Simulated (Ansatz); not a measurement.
# TaN: the cost of one run

Program: Ansatz 0.2.0. Level of theory: DFT PBE, scalar-relativistic, plane waves, PAW, and further levels as typed in the inputs. These are calculated values, not measurements.

## 1. Starting point

It takes space group Fm-3m (No. 225, cubic). Conventional cell: a = 4.400 Å, b = 4.400 Å, c = 4.400 Å, α = 90.00°, β = 90.00°, γ = 90.00°. Around Ta (site symmetry m-3m) lie 6 N at 2.20 Å. N (site symmetry m-3m) is surrounded by 6 Ta at 2.20 Å.

Coordinates:

```
Ta N
1.0
     0.00000    2.20000    2.20000
     2.20000    0.00000    2.20000
     2.20000    2.20000    0.00000
Ta N
1 1
Direct
  0.00000 0.00000 0.00000
  0.50000 0.50000 0.50000
```

## 2. Relaxing cell and atoms: TaN, no spin

input.yaml reads:

```yaml
crystal:
  lattice:
    - [0.0, 2.2, 2.2]
    - [2.2, 0.0, 2.2]
    - [2.2, 2.2, 0.0]
  atoms:
    - { symbol: Ta, position: [0.0, 0.0, 0.0] }
    - { symbol: "N", position: [0.5, 0.5, 0.5] }
scf:
  occupations: { method: gaussian, width: 0.1 }
output:
  forces: true
  stress: true
  eigenvalues: true
hamiltonian:
  xc: pbe
kpoints:
  mp_grid: { grid: [16, 16, 16] }
relax:
  f_tol: 0.005
  max_steps: 60
  cell: { stress_tol: 0.02 }
```

Started as:

```console
$ ansatz run input.yaml --threads 2 --pin off --max-ram 14336MiB --backend cpu --events-out ev --progress --plain --runs-dir out
```

Q: Estimate wall time and peak memory on 2 threads of Intel Xeon Platinum 8375C at 2.90GHz (Ice Lake), shared host.

About 11 s, with a peak of 0.42 GiB.
